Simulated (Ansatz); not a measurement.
# Cl2GeH4Sn: a ladder of functionals and wavefunction methods

One table from this session's results is given with a row withheld; the runs are named, their logs left out.

Program: Ansatz 0.2.0, Gaussian basis. Level of theory: functionals in def2-TZVPP, the program's frozen cores in correlated methods. These are calculated values, not measurements.

The runs, in order: LDA (SPW92), PBE-D4, revPBE-D4, BLYP-D4, r2SCAN-D4, B97M-V, PBE0-D4, B3LYP-D4, r2SCANh-D4, r2SCAN0-D4, HSE06-D4, BHLYP-D4, CAM-B3LYP-D4, LC-ωPBE, ωB97X-V, ωB97M-V, B2PLYP, PBE-QIDH; CCSD(T)/def2-SVP; CCSD(T)/def2-TZVPP; MP2/def2-QZVPP; extrapolation to the limit; RPA on PBE.

## Structure used throughout

An earlier PBE0-D4 in a triple-zeta def2 set relaxation fixed the geometry. Sn takes the def2 core potential; no spin-orbit term is included.

SMILES `[Cl][SnH]([Cl])[GeH3]`, 8 atoms, charge 0, spin multiplicity 1.

Atoms are counted from 1 here; the program's logs count them from 0.

Bond lengths: Cl1–Sn2 2.331 Å, Sn2–Cl3 2.331 Å, Sn2–Ge4 2.596 Å, Sn2–H5 1.703 Å, Ge4–H6 1.533 Å, Ge4–H7 1.533 Å, Ge4–H8 1.531 Å. Angles: Cl1–Sn2–Cl3 105.6°, Cl1–Sn2–Ge4 107.9°, Cl1–Sn2–H5 105.9°, Cl3–Sn2–Ge4 107.7°, Cl3–Sn2–H5 105.9°, Ge4–Sn2–H5 122.7°, Sn2–Ge4–H6 108.7°, Sn2–Ge4–H7 108.6°, Sn2–Ge4–H8 107.2°, H6–Ge4–H7 110.4°, H6–Ge4–H8 110.9°, H7–Ge4–H8 110.9°.

Set-up of the first run:

in.yaml reads:

```yaml
crystal:
  periodic: [false, false, false]
  atoms:
    - {symbol: Cl, position_ang: [1.469564, -1.578155, 1.903657]}
    - {symbol: Sn, position_ang: [1.163144, 0.072726, 0.286910]}
    - {symbol: Cl, position_ang: [2.292974, -0.685019, -1.606035]}
    - {symbol: Ge, position_ang: [-1.366920, 0.165743, -0.288308]}
    - {symbol: H, position_ang: [2.031576, 1.431138, 0.836442]}
    - {symbol: H, position_ang: [-2.142107, 0.587459, 0.965541]}
    - {symbol: H, position_ang: [-1.574904, 1.185887, -1.413959]}
    - {symbol: H, position_ang: [-1.781228, -1.236879, -0.740049]}
basis:
  gaussian: {orbitals: def2-TZVPP}
hamiltonian: {xc: lda}
output: {orbitals: {seedname: orbitals}}
```

Command:

```console
ansatz run in.yaml --threads 4 --pin off --events-out ev --progress --plain --max-ram 10444MiB
```

Among the steps run: LDA; PBE-D4 (GGA); revPBE-D4 (GGA); BLYP-D4 (GGA); r2SCAN-D4 (meta-GGA); B97M-V (meta-GGA); B3LYP-D4 (hybrid); r2SCANh-D4 (hybrid); r2SCAN0-D4 (hybrid); HSE06-D4 (hybrid); BHLYP-D4 (hybrid); CAM-B3LYP-D4 (range-separated); LC-ωPBE (range-separated); ωB97X-V (range-separated); ωB97M-V (range-separated); B2PLYP (double hybrid); PBE-QIDH (double hybrid).

One of the session's tables, all rows but one given; the rest of the session is left out.

It belongs to the step «Orbital energies across the functionals». 

```
  functional  HOMO (eV)  LUMO (eV)  gap (eV)
 LDA (SPW92)      -7.16      -2.61      4.55
      PBE-D4      -7.05      -2.34      4.71
   revPBE-D4      -7.00      -2.25      4.75
     BLYP-D4      -6.90      -2.30      4.60
   r2SCAN-D4      -7.37      -2.12      5.25
      B97M-V      -7.46      -2.06      5.41
     PBE0-D4      -8.22      -1.45      6.77
    B3LYP-D4      -8.00      -1.75      6.24
  r2SCANh-D4      -7.79      -1.80      5.99
  r2SCAN0-D4          ?          ?         ?
    HSE06-D4      -7.83      -1.82      6.01
    BHLYP-D4      -9.24      -0.51      8.72
CAM-B3LYP-D4      -9.45      -0.49      8.96
     LC-ωPBE     -10.75       0.71     11.46
     ωB97X-V     -10.42       0.60     11.02
     ωB97M-V     -10.23       0.43     10.67
```

Estimate the missing values for r2SCAN0-D4.

Worked estimate for «HOMO (eV)». Against the share of exact exchange, r2SCAN-D4 (0, -7.37), r2SCANh-D4 (0.1, -7.79) give a slope of -4.20 per unit share; at 0.25 the line stands at -8.42.

As computed: HOMO (eV): -8.42; LUMO (eV): -1.32; gap (eV): 7.09. In «HOMO (eV)» the line misses by 0.00.
